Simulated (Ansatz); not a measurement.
Predict the output of the script below (the Python package of Ansatz (0.2.0)).

`field.py`:
```python
"""Response of CH3NSe2 to a pair of distant point charges."""

import ansatz as az
import numpy as np

BASIS = "def2-SVPD"
XC = "PBE0"
DISPERSION = "d4"

GEOMETRY = """
N    -0.65880    0.68380   -0.03690
C     0.35560   -0.25850    0.03950
Se    0.28010   -1.48360   -1.43220
Se   -0.13260   -1.82290    0.94850
H    -0.40570    1.44200   -0.76190
H    -0.76320    1.22680    0.87560
H     1.38580    0.14430    0.32180
"""

geometry = az.Crystal.molecule()
for line in GEOMETRY.strip().splitlines():
    symbol, *xyz = line.split()
    geometry = geometry.atom(symbol, [float(v) for v in xyz])

base = geometry.calculation()
base = base.basis(gaussian=BASIS)
base = base.functional(XC, dispersion=DISPERSION)
base = base.forces()
# charges +q and -q at -R and +R make a nearly even field 2 k q / R^2 at the centre
centre = np.mean([site.position_ang for site in geometry.cartesian_sites], axis=0)
field = 2 * 14.399645 * 2.0 / 30.0 ** 2


def dipole(axis, sign):
    arm = 30.0 * np.eye(3)[axis]
    pair = [{"charge": sign * 2.0, "position_ang": (centre - arm).tolist()}, {"charge": -sign * 2.0, "position_ang": (centre + arm).tolist()}]
    deck = base.input().set(az.key.basis.gaussian.point_charges, pair)
    return np.array(az.Session.from_dict(deck).plan().execute().report["charge_distribution"]["dipole_moment_e_ang"])


print(f"field {field:.4f} V/A")
alpha = np.array([(dipole(axis, 1) - dipole(axis, -1)) / (2 * field) * 14.399645 for axis in range(3)])
print("polarisability tensor (A^3)")
print(np.array2string(alpha, precision=3, suppress_small=True))
print(f"mean {np.trace(alpha) / 3:.3f} A^3 = {np.trace(alpha) / 3 / 0.14818471:.2f} bohr^3")
```

```console
$ python field.py
field 0.0640 V/A
polarisability tensor (A^3)
[[ 9.313 -0.269 -0.795]
 [-0.274 11.328 -0.377]
 [-0.796 -0.362 13.531]]
mean 11.391 A^3 = 76.87 bohr^3
```

The geometry is a force-field or estimated start, not a minimum of this method, and the basis set is short of its limit. The field of two point charges is only nearly even. Run time: 66 s on 1 thread of Arm Neoverse V1, on a shared host, peak memory 0.48 GiB.

(Lines on the test bed's own set-up are left out of the output.)
